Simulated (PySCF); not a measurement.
# [HoF2]+: other functionals and bases at one geometry

One table from this session's results is given with a row withheld; the runs are named, their logs left out.

Program: PySCF 2.14.0. Level of theory: several levels, as the steps say, no spin–orbit coupling. These are calculated values, not measurements.

1 further run of the same task is left out (for a known fault of the program).

## Where the work starts

3 atoms, charge 1, spin multiplicity 1.

Bond lengths: Ho1–F2 1.919 Å, Ho1–F3 1.919 Å. Angles: F2–Ho1–F3 110.4°.

Geometry (Å):

```xyz
3
F2Ho
Ho    0.0000    0.0000   -0.3233
F     1.5762    0.0000    0.7718
F    -1.5762    0.0000    0.7718
```

Formal oxidation states: Ho +3. Each metal's 10 4f electrons lie in its core potential, so multiplicities, spins and levels count the valence alone. An earlier session relaxed this geometry at PBE0, Ho lcecp-1-SVP with ECP56, F def2-SVP (singlet, point group C2v).

At PBE0 on the finer grid: E = -236.887640 Eh, HOMO -16.26 eV, LUMO -8.30 eV, Mulliken charge on Ho1 +1.65 e, largest force component 0.006 eV/Å. 

Levels to run: wB97X; PBE; PBE0, TZVP. Hardware: 2 threads of Arm Neoverse V2, shared host.

Set-up of the first run:

Contents of run.py (the lines that set the calculation):

```python
mol = gto.M(atom='''
Ho     0.00000     0.00000    -0.32328
F      1.57625     0.00000     0.77175
F     -1.57625     0.00000     0.77175''',
    basis={'Ho': 'lcecp-1-SVP', 'F': 'def2-SVP'},
    ecp={'Ho': 'lcecp-1-SVP'},
    charge=1, spin=0)
mf = dft.RKS(mol, xc='WB97X')
mf.grids.atom_grid = (75, 302)  # f atoms: unpruned, at least (60, 302)
mf = mf.density_fit()  # fitting sets: Ho AutoAux, F def2-universal-JKFIT
mf.conv_tol = 1e-08; mf.max_cycle = 55
mf.kernel(dm0)  # dm0: the density of the relaxed state
```

Started as:

```
> OMP_NUM_THREADS=2 python run.py
```

Steps of the session up to this table: wB97X; PBE; PBE0, TZVP.

One of the session's tables, all rows but one given; the rest of the session is left out.

```
              level  HOMO (eV)  gap (eV)  charge on Ho1 (e)  dipole (D)  largest force component (eV/Å)
PBE0 (relaxed here)     -16.26      7.97               1.65        6.25                            0.01
              wB97X     -18.65     12.62               1.67        6.48                            0.13
                PBE          ?         ?                  ?           ?                               ?
         PBE0, TZVP     -16.28      8.08               1.85        6.30                            0.24
```

Estimate the missing values for PBE.

As computed: HOMO (eV): -14.36; gap (eV): 5.30; charge on Ho1 (e): 1.50; dipole (D): 5.72; largest force component (eV/Å): 0.46. In the column «HOMO (eV)» it is the highest.

The dipole of a charged species depends on the origin, so these sizes hold for this origin alone.

In one basis the HOMO–LUMO gap runs from 5.30 eV (PBE) to 12.62 eV (wB97X). The largest leftover force, 0.46 eV/Å with PBE, stands at a geometry relaxed at another level. With 4f in the core, its levels are missing from HOMO and gap, and its count is fixed, so no charge can pass from the ligands into it. Total energies of different levels can't be compared.
